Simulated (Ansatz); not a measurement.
C2H9AlOSi, SMILES C[CH2][AlH][O][SiH3], a geometry optimisation

With Ansatz 0.2.0, Python API.

At the Python prompt:
```pycon
>>> import warnings
>>> import ansatz
>>> import numpy as np
>>> import pandas as pd
>>> warnings.simplefilter("ignore", ansatz.DeckWarning)
>>> geometry_ang = [
...     ("C", (0.531, 0.4108, 1.7285)),
...     ("C", (0.0603, -0.9859, 1.4492)),
...     ("Al", (-0.2185, -1.3265, -0.5194)),
...     ("O", (-1.3396, -0.3447, -1.4696)),
...     ("Si", (-0.5366, 0.9536, -2.1596)),
...     ("H", (0.6389, 0.6161, 2.805)),
...     ("H", (-0.2835, 1.158, 1.3818)),
...     ("H", (1.4702, 0.7041, 1.181)),
...     ("H", (-0.889, -1.1773, 2.0141)),
...     ("H", (0.8454, -1.6739, 1.8565)),
...     ("H", (0.6587, -2.4661, -1.2068)),
...     ("H", (0.0511, 1.8148, -1.065)),
...     ("H", (-1.5057, 1.8096, -2.959)),
...     ("H", (0.5045, 0.4782, -3.008)),
... ]
>>> c2h9alosi = ansatz.Crystal.molecule()
>>> for symbol, xyz in geometry_ang:
...     c2h9alosi = c2h9alosi.atom(symbol, xyz)
...
>>> base = (
...     c2h9alosi.calculation()
...     .basis(gaussian="def2-SVP")
...     .functional("b3lyp")
... )
>>> symbols = [site.symbol for site in c2h9alosi.cartesian_sites]
>>> start = np.array([site.position_ang for site in c2h9alosi.cartesian_sites], dtype=float)
>>> rep = base.relax(force_tolerance=0.02).run(threads=1).report
>>> end = np.array(rep["positions_ang"])
>>> for key in ("converged", "free_energy_ev", "reference_energy_ev", "n_frozen", "n_occupied", "n_virtual"):
...     print(f"{key:22s} {rep[key]}")
...
converged              True
free_energy_ev         -18738.354525601346
reference_energy_ev    -18738.354525601346
n_frozen               0
n_occupied             [28, 28]
n_virtual              [95, 95]
>>> print("final positions (A) and the move of each atom")
final positions (A) and the move of each atom
>>> for symbol, xyz, old in zip(symbols, end, start):
...     print(f"{symbol:2s} {xyz[0]:10.5f} {xyz[1]:10.5f} {xyz[2]:10.5f}   {np.linalg.norm(xyz - old):7.4f}")
...
C     0.42399    0.37816    2.02188    0.3140
C     0.19126   -1.06577    1.54919    0.1831
Al   -0.16089   -1.37874   -0.35571    0.1812
O    -0.27851   -0.07138   -1.44979    1.0959
Si   -0.39464    1.17132   -2.52959    0.4522
H     0.60144    0.43577    3.10983    0.3561
H    -0.44021    1.02634    1.79971    0.4653
H     1.29739    0.83577    1.52688    0.4085
H    -0.65741   -1.51949    2.10093    0.4222
H     1.05318   -1.70706    1.82313    0.2130
H    -0.35171   -2.83307   -0.95614    1.1038
H     0.04845    2.45403   -1.90522    1.0557
H    -1.80895    1.33399   -2.98241    0.5645
H     0.46383    0.91092   -3.72400    0.8376
>>> charges = rep["charge_distribution"]
>>> table = pd.DataFrame({"atom": symbols, "mulliken": charges["mulliken_charges_e"], "lowdin": charges["lowdin_charges_e"]})
>>> table.round(3)
   atom  mulliken  lowdin
0     C     0.022   0.026
1     C    -0.340  -0.143
2    Al     0.753   0.259
3     O    -0.592  -0.052
4    Si     0.625   0.334
5     H     0.007  -0.007
6     H     0.014   0.002
7     H     0.013   0.002
8     H     0.030   0.016
9     H     0.031   0.016
10    H    -0.179  -0.132
11    H    -0.126  -0.108
12    H    -0.129  -0.107
13    H    -0.128  -0.107
>>> print("dipole (e A):", np.round(charges["dipole_moment_e_ang"], 4) + 0.0)
dipole (e A): [ 0.0309 -0.0265  0.1855]
>>> with open("c2h9alosi_opt.xyz", "w") as handle:
...     handle.write(f"{len(symbols)}\nrelaxed C2H9AlOSi\n")
...     handle.writelines(f"{s:2s} {x:11.6f} {y:11.6f} {z:11.6f}\n" for s, (x, y, z) in zip(symbols, end))
...
21
```

It writes `c2h9alosi_opt.xyz`:
```text
14
relaxed C2H9AlOSi
C     0.423987    0.378164    2.021884
C     0.191261   -1.065770    1.549194
Al   -0.160894   -1.378744   -0.355712
O    -0.278507   -0.071381   -1.449792
Si   -0.394645    1.171325   -2.529589
H     0.601437    0.435772    3.109826
H    -0.440207    1.026339    1.799712
H     1.297386    0.835772    1.526879
H    -0.657409   -1.519489    2.100932
H     1.053178   -1.707062    1.823135
H    -0.351710   -2.833067   -0.956142
H     0.048446    2.454033   -1.905216
H    -1.808951    1.333991   -2.982406
H     0.463828    0.910918   -3.724004
```

Caveats:
- Total energies depend on the basis set; only differences at equal settings carry meaning.
- The end point is the stationary point reached from this start; no frequency run checks that it is a minimum, and the basis set is modest.
- The Löwdin charges here are taken after orthogonalising the functions within each atom; they differ from plain Löwdin charges, and their signs can be unphysical.
- b3lyp holds the VWN-RPA fit, as in Gaussian; the form of ORCA and Turbomole is b3lyp5.
- It ran for 2.3 min on 1 thread of Arm Neoverse V1 (shared host), peak memory 0.41 GiB.
